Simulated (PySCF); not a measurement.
# H4O4Ti (Ti(OH)4): the cost of one run

Programs: PySCF 2.14.0, with density-fitted response routines of our own. Each step states its level of theory. These are calculated values for one molecule in the gas phase, unless marked as measured. Atoms are numbered from 0 throughout.

## Step 1: The molecule as given

9 atoms, charge 0, multiplicity 1; geometry from: GFN2-xTB. The atoms were then displaced at random by about 0.03 Å, so the start is not that level's minimum.

Bonds of the start (Å): Ti0–O1 1.72, Ti0–O3 1.78, Ti0–O5 1.85, Ti0–O7 1.68, O1–H2 0.99, O3–H4 0.85, O5–H6 0.93, O7–H8 0.93.

## Step 2: Geometry optimisation at PBE0-D3(BJ)/def2-SVP

The job: settings as JSON, then the geometry in Å.

```
{"job": {"xc": "PBE0", "basis": "def2-SVP", "d3": "d3bj", "grid": 1, "maxiter": 40, "shake": 0.03, "kind": "geom"}, "charge": 0, "multiplicity": 1}
Ti     0.064410    -0.070970     0.012600
O     -0.090380     0.046880     1.725420
H     -0.848860     0.385940     2.255890
O      1.769770    -0.003440    -0.481300
H      2.430110     0.366920    -0.084390
O     -0.862140     1.395200    -0.625970
H     -1.277630     1.488800    -1.456180
O     -0.700190    -1.408610    -0.647810
H     -0.352360    -2.270180    -0.723910
```

Started as:

```bash
$ OMP_NUM_THREADS=1 python probes_run.py task.json out
```

This one command runs all jobs of the session in turn.

Q: Estimate the wall time and peak memory of this first job on 1 thread of AMD EPYC, shared host.

About 3.3 min, with a peak of 0.43 GiB.
